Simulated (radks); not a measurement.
# Exchange and kinetic functionals tested on atomic densities: Ca²⁺, In¹⁶⁺, Gd³⁵⁺, Sr³⁵⁺, F²⁺, Pb⁴⁺

One table from this session's results is given with a row withheld; the runs are named, their logs left out.

Method: non-relativistic Kohn-Sham, exchange-only B88, spin-polarised, spherical densities, point nucleus; open shells are filled with parallel spins first. Code: radks (a radial shooting solver on a logarithmic mesh, Libxc functionals) version 1.

## The system

```
species : Ca²⁺ ([Ar]), In¹⁶⁺ ([Ar] 3d10 4s2 4p3), Gd³⁵⁺ ([Ar] 3d10 4s1), Sr³⁵⁺ ([He] 2s1), F²⁺ ([He] 2s2 2p3), Pb⁴⁺ ([Xe] 4f14 5d10)
```

Set-up of the first run:

Settings of this run:

```text
Z 20
configuration [Ar]
relativity non-relativistic
functional b88,
spin polarised
nucleus point
```

Among the steps run: Ca²⁺, [Ar].

One table of the session follows, with a row left open; its other results are not shown here.

It belongs to the step «Ca²⁺, [Ar]». Sizes of the orbitals, from the radial functions (bohr):

```
level     <r>  outermost maximum (interpolated)  90 % within  nodes
   1s       ?                                 ?            ?      ?
   2s  0.3669                             0.302        0.571      1
   2p  0.3286                             0.247        0.542      0
   3s   1.159                             0.997         1.74      2
   3p   1.262                              1.05         1.95      1
```

**Question.** Estimate the row for 1s.

The run gave: <r>: 0.07737; outermost maximum (interpolated): 0.0508; 90 % within: 0.138; nodes: 0. In the column «<r>» it is the lowest.
